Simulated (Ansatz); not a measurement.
**CH₃FGeO: small, medium and large basis sets**

An exercise on one series of results from a longer session: the logs are not shown, and one member is left open.

Computed with Ansatz 0.2.0, Gaussian basis. Level: one geometry, several basis sets.

The runs, in order: PBE0-D4/def2-SVP; ωB97M-V/def2-SVP; PBE0-D4/def2-QZVPP; ωB97M-V/def2-QZVPP; the functionals' def2-TZVPP values are taken from earlier runs.

### Structure used throughout

All runs share one geometry, relaxed beforehand with PBE0-D4 in a triple-zeta def2 set.

SMILES `F[CH]1[O][GeH2]1`, 7 atoms, charge 0, spin multiplicity 1.

Atoms are counted from 1 here; the program's logs count them from 0.

Bond lengths: F1–C2 1.359 Å, C2–O3 1.361 Å, C2–Ge4 1.924 Å, C2–H5 1.092 Å, O3–Ge4 1.867 Å, Ge4–H6 1.528 Å, Ge4–H7 1.525 Å. Angles: F1–C2–O3 114.5°, F1–C2–Ge4 119.4°, F1–C2–H5 108.9°, O3–C2–Ge4 66.8°, O3–C2–H5 117.1°, Ge4–C2–H5 124.0°, C2–O3–Ge4 71.2°, C2–Ge4–O3 42.1°, C2–Ge4–H6 122.8°, C2–Ge4–H7 119.4°, O3–Ge4–H6 109.9°, O3–Ge4–H7 109.4°, H6–Ge4–H7 117.1°.

The first run:

in.yaml

```yaml
crystal:
  periodic: [false, false, false]
  atoms:
    - {symbol: F, position_ang: [0.620305, -1.843452, 0.496797]}
    - {symbol: C, position_ang: [0.422607, -0.512674, 0.688923]}
    - {symbol: O, position_ang: [1.164116, 0.290247, -0.122090]}
    - {symbol: Ge, position_ang: [-0.637559, 0.477728, -0.574061]}
    - {symbol: H, position_ang: [0.452336, -0.300800, 1.759635]}
    - {symbol: H, position_ang: [-1.088245, 1.916435, -0.327219]}
    - {symbol: H, position_ang: [-0.872259, -0.095384, -1.967586]}
basis:
  gaussian: {orbitals: def2-SVP}
hamiltonian: {xc: pbe0, dispersion: d4}
output: {orbitals: {seedname: orbitals}}
```

Steps of the session up to this table: PBE0-D4 in def2-SVP; ωB97M-V in def2-SVP; PBE0-D4 in def2-QZVPP; ωB97M-V in def2-QZVPP.

One of the session's tables, all rows but one given; the rest of the session is left out.

It belongs to the step «Density functionals: the series». 

| functional | basis | HOMO (eV) |
| --- | --- | --- |
| PBE0-D4 | def2-SVP | ? |
| PBE0-D4 | def2-TZVPP | -7.25 |
| PBE0-D4 | def2-QZVPP | -7.28 |
| ωB97M-V | def2-SVP | -9.30 |
| ωB97M-V | def2-TZVPP | -9.41 |
| ωB97M-V | def2-QZVPP | -9.44 |

**Question.** Estimate the row for PBE0-D4, def2-SVP.

As computed: HOMO (eV): -7.17. In the column «HOMO (eV)» it is the highest.
